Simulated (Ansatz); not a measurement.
# One shape, several levels: C4H6F2Si (Si(vinyl)2F2)

Wanted: a comparison of 4 runs (HF/6-31G*, SVWN5/6-31G, PBE0/def2-SVP, PBE/6-311G**) of C4H6F2Si (Si(vinyl)2F2). 

The calculation is run with Ansatz 0.2.0.

8 further runs of the same task are left out: 2 that didn't finish, 6 set aside as unsound or not needed.

## Step 1: Starting point

C4H6F2Si: 13 atoms, total charge 0, spin state singlet. As SMILES, `C=C[Si](F)(F)C=C`. The shape is that of a GFN2-xTB optimisation. This is one conformer, not always the lowest.

Bond lengths: Si1–C2 1.878 Å, C2–C3 1.326 Å, Si1–C7 1.872 Å, C7–C8 1.325 Å, Si1–F12 1.608 Å, Si1–F13 1.609 Å, C2–H4 1.083 Å, C3–H5 1.078 Å, C3–H6 1.079 Å, C7–H9 1.083 Å, C8–H10 1.078 Å, C8–H11 1.079 Å. Some angles: Si1–C2–C3 123.9°, C2–Si1–C7 115.5°, C2–Si1–F12 110.6°, C2–Si1–F13 109.7°, C7–Si1–F12 109.0°, C7–Si1–F13 110.7°, F12–Si1–F13 100.2°, Si1–C7–C8 124.8°, Si1–C2–H4 117.7°, C3–C2–H4 118.4°.

## Step 2: Energy and gradient at HF/6-31G(d) (spherical functions) (run 1)

in.yaml reads:

```yaml
crystal:
  periodic: [false, false, false]
  atoms:
    - {symbol: Si, position_ang: [-0.488020, 0.248920, -0.523500]}
    - {symbol: C, position_ang: [-0.577760, 0.243920, 1.352420]}
    - {symbol: C, position_ang: [-1.711790, 0.240500, 2.038980]}
    - {symbol: H, position_ang: [0.355910, 0.239900, 1.901350]}
    - {symbol: H, position_ang: [-2.671550, 0.243460, 1.549140]}
    - {symbol: H, position_ang: [-1.731290, 0.233350, 3.118180]}
    - {symbol: C, position_ang: [1.238310, 0.249650, -1.248640]}
    - {symbol: C, position_ang: [1.987810, -0.830530, -1.416150]}
    - {symbol: H, position_ang: [1.644010, 1.208370, -1.546980]}
    - {symbol: H, position_ang: [1.638060, -1.812260, -1.141180]}
    - {symbol: H, position_ang: [2.976420, -0.784880, -1.845630]}
    - {symbol: F, position_ang: [-1.308220, 1.493680, -1.126300]}
    - {symbol: F, position_ang: [-1.351900, -0.974070, -1.111700]}
basis:
  gaussian: {orbitals: 6-31G_st_-spherical.json}
hamiltonian: {xc: hf}
accuracy: high
output: {forces: true, orbitals: {seedname: orbitals}}
```

The basis set 6-31G* is read from a file made from the Basis Set Exchange's data (not shown).

Launch:

```
$ ansatz run in.yaml --threads 1 --pin off --max-ram 3480MiB --events-out events.jsonl --progress --plain --runs-dir runs
```

What it wrote, shortened:

```text
Warning: RAYON_NUM_THREADS=1 ignored (pool sized by the plan → 1); use --threads N
Functional definition: HF
  name "HF"
[...]
2712 factors; integrals over basis functions are off by at most 9.6e-9 eV
[...]
mean field -17493.08639208 eV, -642.8590676693 hartree, gradient 7.1e-9 eV, S^2 0.000000; 0 other end points of the search recorded, 0 dependent functions left out
[...]
reference -17493.08639208 eV, -642.8590676693 hartree; 31, 31 occupied and 83, 83 virtual orbitals, 2712 factors
Total energy: -17493.08639208 eV, -642.8590676693 hartree
Atom 0 at    -0.488020     0.248920    -0.523500 Å, force    -0.851325    -0.084298    -0.425373 eV/Å
Atom 1 at    -0.577760     0.243920     1.352420 Å, force     0.303376     0.016449    -0.355835 eV/Å
Atom 2 at    -1.711790     0.240500     2.038980 Å, force    -0.027739    -0.004819    -0.082564 eV/Å
Atom 3 at     0.355910     0.239900     1.901350 Å, force    -0.119368     0.003961    -0.052428 eV/Å
Atom 4 at    -2.671550     0.243460     1.549140 Å, force     0.005582    -0.001561     0.061450 eV/Å
Atom 5 at    -1.731290     0.233350     3.118180 Å, force     0.000856     0.005263    -0.103041 eV/Å
Atom 6 at     1.238310     0.249650    -1.248640 Å, force    -0.252686     0.212082     0.180497 eV/Å
Atom 7 at     1.987810    -0.830530    -1.416150 Å, force    -0.117154    -0.028630     0.016268 eV/Å
Atom 8 at     1.644010     1.208370    -1.546980 Å, force    -0.023973    -0.102632     0.015345 eV/Å
Atom 9 at     1.638060    -1.812260    -1.141180 Å, force     0.049380    -0.001128    -0.048008 eV/Å
Atom 10 at     2.976420    -0.784880    -1.845630 Å, force    -0.075265    -0.001177     0.057611 eV/Å
Atom 11 at    -1.308220     1.493680    -1.126300 Å, force     0.549164    -0.170718     0.361809 eV/Å
Atom 12 at    -1.351900    -0.974070    -1.111700 Å, force     0.559152     0.157208     0.374268 eV/Å
Dipole moment:     0.460570    -0.069824     0.395182 e Å
```

It took 16 s on 1 thread of Intel Xeon at 2.70GHz, shared host.

## Step 3: Energy and gradient at SVWN5/6-31G (run 2)

input.yaml reads:

```yaml
crystal:
  periodic: [false, false, false]
  atoms:
    - {symbol: Si, position_ang: [-0.488020, 0.248920, -0.523500]}
    - {symbol: C, position_ang: [-0.577760, 0.243920, 1.352420]}
    - {symbol: C, position_ang: [-1.711790, 0.240500, 2.038980]}
    - {symbol: H, position_ang: [0.355910, 0.239900, 1.901350]}
    - {symbol: H, position_ang: [-2.671550, 0.243460, 1.549140]}
    - {symbol: H, position_ang: [-1.731290, 0.233350, 3.118180]}
    - {symbol: C, position_ang: [1.238310, 0.249650, -1.248640]}
    - {symbol: C, position_ang: [1.987810, -0.830530, -1.416150]}
    - {symbol: H, position_ang: [1.644010, 1.208370, -1.546980]}
    - {symbol: H, position_ang: [1.638060, -1.812260, -1.141180]}
    - {symbol: H, position_ang: [2.976420, -0.784880, -1.845630]}
    - {symbol: F, position_ang: [-1.308220, 1.493680, -1.126300]}
    - {symbol: F, position_ang: [-1.351900, -0.974070, -1.111700]}
basis:
  gaussian:
    orbitals: 6-31G
hamiltonian:
  xc: {name: SVWN5}
accuracy: high
output: {forces: true, orbitals: {seedname: orbitals}}
```

Launch:

```
$ ansatz run input.yaml --threads 1 --pin off --max-ram 3480MiB --events-out events.jsonl --progress --plain --runs-dir runs
```

What it wrote, shortened:

```text
Warning: RAYON_NUM_THREADS=1 ignored (pool sized by the plan → 1); use --threads N
Functional definition: SVWN5
  name "SVWN5"
[...]
2020 factors; integrals over basis functions are off by at most 5.5e-9 eV
[...]
mean field -17449.37329978 eV, -641.2526411569 hartree, gradient 7.2e-9 eV, S^2 0.000000; 0 other end points of the search recorded, 0 dependent functions left out
[...]
reference -17449.37330320 eV, -641.2526412827 hartree; 31, 31 occupied and 48, 48 virtual orbitals, 2020 factors
Total energy: -17449.37330320 eV, -641.2526412827 hartree
Atom 0 at    -0.488020     0.248920    -0.523500 Å, force     2.721428    -0.096945     2.026437 eV/Å
Atom 1 at    -0.577760     0.243920     1.352420 Å, force     0.478492     0.003123    -0.865616 eV/Å
Atom 2 at    -1.711790     0.240500     2.038980 Å, force    -0.275417     0.000057    -0.024362 eV/Å
Atom 3 at     0.355910     0.239900     1.901350 Å, force     0.628922     0.002459     0.167863 eV/Å
Atom 4 at    -2.671550     0.243460     1.549140 Å, force    -0.723383     0.001157    -0.313963 eV/Å
Atom 5 at    -1.731290     0.233350     3.118180 Å, force    -0.010195    -0.001278     0.684508 eV/Å
Atom 6 at     1.238310     0.249650    -1.248640 Å, force    -0.800740     0.387190     0.345959 eV/Å
Atom 7 at     1.987810    -0.830530    -1.416150 Å, force    -0.031577    -0.266757     0.047870 eV/Å
Atom 8 at     1.644010     1.208370    -1.546980 Å, force     0.122019     0.638801    -0.148255 eV/Å
Atom 9 at     1.638060    -1.812260    -1.141180 Å, force    -0.220687    -0.737737     0.157349 eV/Å
Atom 10 at     2.976420    -0.784880    -1.845630 Å, force     0.642338     0.037063    -0.257337 eV/Å
Atom 11 at    -1.308220     1.493680    -1.126300 Å, force    -1.227302     2.392351    -0.933171 eV/Å
Atom 12 at    -1.351900    -0.974070    -1.111700 Å, force    -1.303899    -2.359482    -0.887282 eV/Å
Dipole moment:     0.539146    -0.063892     0.463452 e Å
```

It took 9.6 s on 1 thread of Intel Xeon at 2.70GHz, shared host.

## Step 4: Energy and forces at PBE0/def2-SVP (run 3)

run.yaml reads:

```yaml
crystal:
  periodic: [false, false, false]
  atoms:
    - {symbol: Si, position_ang: [-0.488020, 0.248920, -0.523500]}
    - {symbol: C, position_ang: [-0.577760, 0.243920, 1.352420]}
    - {symbol: C, position_ang: [-1.711790, 0.240500, 2.038980]}
    - {symbol: H, position_ang: [0.355910, 0.239900, 1.901350]}
    - {symbol: H, position_ang: [-2.671550, 0.243460, 1.549140]}
    - {symbol: H, position_ang: [-1.731290, 0.233350, 3.118180]}
    - {symbol: C, position_ang: [1.238310, 0.249650, -1.248640]}
    - {symbol: C, position_ang: [1.987810, -0.830530, -1.416150]}
    - {symbol: H, position_ang: [1.644010, 1.208370, -1.546980]}
    - {symbol: H, position_ang: [1.638060, -1.812260, -1.141180]}
    - {symbol: H, position_ang: [2.976420, -0.784880, -1.845630]}
    - {symbol: F, position_ang: [-1.308220, 1.493680, -1.126300]}
    - {symbol: F, position_ang: [-1.351900, -0.974070, -1.111700]}
basis:
  gaussian:
    orbitals: def2-SVP
hamiltonian:
  xc: pbe0
accuracy: high
output: {forces: true, orbitals: {seedname: orbitals}}
```

Launch:

```
$ ansatz run run.yaml --threads 1 --pin off --max-ram 3480MiB --events-out events.jsonl --progress --plain --runs-dir runs
```

What it wrote, shortened:

```text
Warning: RAYON_NUM_THREADS=1 ignored (pool sized by the plan → 1); use --threads N
Functional definition: PBE0
  name "PBE0"
[...]
3063 factors; integrals over basis functions are off by at most 1.6e-8 eV
[...]
mean field -17535.82707100 eV, -644.4297586488 hartree, gradient 6.1e-8 eV, S^2 0.000000; 0 other end points of the search recorded, 0 dependent functions left out
[...]
reference -17535.82707376 eV, -644.4297587502 hartree; 31, 31 occupied and 101, 101 virtual orbitals, 3063 factors
Total energy: -17535.82707376 eV, -644.4297587502 hartree
Atom 0 at    -0.488020     0.248920    -0.523500 Å, force     0.345140    -0.045312     0.308838 eV/Å
Atom 1 at    -0.577760     0.243920     1.352420 Å, force     0.403988     0.018459    -1.071251 eV/Å
Atom 2 at    -1.711790     0.240500     2.038980 Å, force    -0.149607    -0.004915    -0.000006 eV/Å
Atom 3 at     0.355910     0.239900     1.901350 Å, force     0.471316     0.000093     0.254425 eV/Å
Atom 4 at    -2.671550     0.243460     1.549140 Å, force    -0.621745     0.000846    -0.285319 eV/Å
Atom 5 at    -1.731290     0.233350     3.118180 Å, force     0.012918    -0.000528     0.600960 eV/Å
Atom 6 at     1.238310     0.249650    -1.248640 Å, force    -0.952137     0.266976     0.460296 eV/Å
Atom 7 at     1.987810    -0.830530    -1.416150 Å, force    -0.012917    -0.150848     0.001931 eV/Å
Atom 8 at     1.644010     1.208370    -1.546980 Å, force     0.198001     0.503051    -0.153444 eV/Å
Atom 9 at     1.638060    -1.812260    -1.141180 Å, force    -0.201225    -0.635101     0.143018 eV/Å
Atom 10 at     2.976420    -0.784880    -1.845630 Å, force     0.568909     0.051389    -0.231406 eV/Å
Atom 11 at    -1.308220     1.493680    -1.126300 Å, force    -0.032951     0.660051    -0.024157 eV/Å
Atom 12 at    -1.351900    -0.974070    -1.111700 Å, force    -0.029691    -0.664162    -0.003884 eV/Å
Dipole moment:     0.414550    -0.056705     0.349774 e Å
```

Wall time 22 s (1 thread of Intel Xeon at 2.70GHz, shared host); peak memory 0.61 GiB.

## Step 5: Energy and forces at PBE/6-311G(d,p) (run 4)

in.yaml, as its differences from that of step 2:

```diff
@@ -1 +1,3 @@
+basis:
+  gaussian: {orbitals: 6-311G_st__st_-spherical.json}
 crystal:
@@ -16,6 +18,5 @@
     - {symbol: F, position_ang: [-1.351900, -0.974070, -1.111700]}
-basis:
-  gaussian: {orbitals: 6-31G_st_-spherical.json}
-hamiltonian: {xc: hf}
+magnetization: {spin_polarized: false, initial_magnetization: 0}
+output: {forces: true, orbitals: {seedname: orbitals}}
 accuracy: high
-output: {forces: true, orbitals: {seedname: orbitals}}
+hamiltonian: {xc: {name: PBE}}
```

The basis set 6-311G** is read from a file made from the Basis Set Exchange's data (not shown).

Launch:

```
$ ansatz run in.yaml --threads 1 --pin off --max-ram 3480MiB --events-out events.jsonl --progress --plain --runs-dir runs
```

What it wrote, shortened:

```text
Warning: RAYON_NUM_THREADS=1 ignored (pool sized by the plan → 1); use --threads N
Functional definition: PBE
  name "PBE"
[...]
3395 factors; integrals over basis functions are off by at most 1.1e-7 eV
[...]
mean field -17547.22769460 eV, -644.8487238384 hartree, gradient 4.5e-8 eV, S^2 0.000000; 0 other end points of the search recorded, 0 dependent functions left out
[...]
reference -17547.22769972 eV, -644.8487240265 hartree; 31, 31 occupied and 139, 139 virtual orbitals, 3395 factors
Total energy: -17547.22769972 eV, -644.8487240265 hartree
Atom 0 at    -0.488020     0.248920    -0.523500 Å, force     0.485768    -0.040884     0.435417 eV/Å
Atom 1 at    -0.577760     0.243920     1.352420 Å, force     0.629369     0.013915    -0.968278 eV/Å
Atom 2 at    -1.711790     0.240500     2.038980 Å, force    -0.415091    -0.004647     0.148373 eV/Å
Atom 3 at     0.355910     0.239900     1.901350 Å, force     0.446414     0.000226     0.207174 eV/Å
Atom 4 at    -2.671550     0.243460     1.549140 Å, force    -0.560350     0.001698    -0.234546 eV/Å
Atom 5 at    -1.731290     0.233350     3.118180 Å, force    -0.003333    -0.000351     0.537303 eV/Å
Atom 6 at     1.238310     0.249650    -1.248640 Å, force    -0.906390     0.514914     0.376549 eV/Å
Atom 7 at     1.987810    -0.830530    -1.416150 Å, force     0.151814    -0.402361    -0.027755 eV/Å
Atom 8 at     1.644010     1.208370    -1.546980 Å, force     0.166194     0.466760    -0.129530 eV/Å
Atom 9 at     1.638060    -1.812260    -1.141180 Å, force    -0.164918    -0.571064     0.121563 eV/Å
Atom 10 at     2.976420    -0.784880    -1.845630 Å, force     0.509475     0.030113    -0.202598 eV/Å
Atom 11 at    -1.308220     1.493680    -1.126300 Å, force    -0.160877     0.881141    -0.142619 eV/Å
Atom 12 at    -1.351900    -0.974070    -1.111700 Å, force    -0.178073    -0.889460    -0.121053 eV/Å
Dipole moment:     0.420744    -0.052241     0.357240 e Å
```

Run time: 24 s. Hardware: 1 thread of Intel Xeon at 2.70GHz, shared host; peak memory 0.67 GiB.

## Step 6: All runs side by side

```
run                            level  energy (Eh)  dipole moment (D)  HOMO energy (eV)  LUMO energy (eV)  wall time
  1  HF/6-31G* (spherical functions)  -642.859068               2.93            -10.74              3.16       16 s
  2                      SVWN5/6-31G  -641.252641               3.43             -7.37             -2.02      9.6 s
  3                    PBE0/def2-SVP  -644.429759               2.62             -8.43             -0.96       22 s
  4                     PBE/6-311G**  -644.848724               2.66             -7.27             -2.01       24 s
```

## Step 7: Summary of results

| quantity | value |
| --- | --- |
| run 4: total energy | -644.84872 Eh |
| run 4: dipole moment | 2.66 D |
| run 4: HOMO energy | -7.27 eV |
| run 4: LUMO energy | -2.01 eV |
| run 4: HOMO–LUMO gap | 5.26 eV |
| run 4: largest force on an atom | 1.155 eV/Å |

The dipole moment (its size) runs from 2.62 D (PBE0/def2-SVP) to 3.43 D (SVWN5/6-31G). The two ends differ in method and basis. The HOMO–LUMO gap runs from 5.26 eV (PBE/6-311G**) to 13.90 eV (HF/6-31G*). Totals of different functionals can't be ranked against each other. All runs together took 72 s, the longest 24 s.
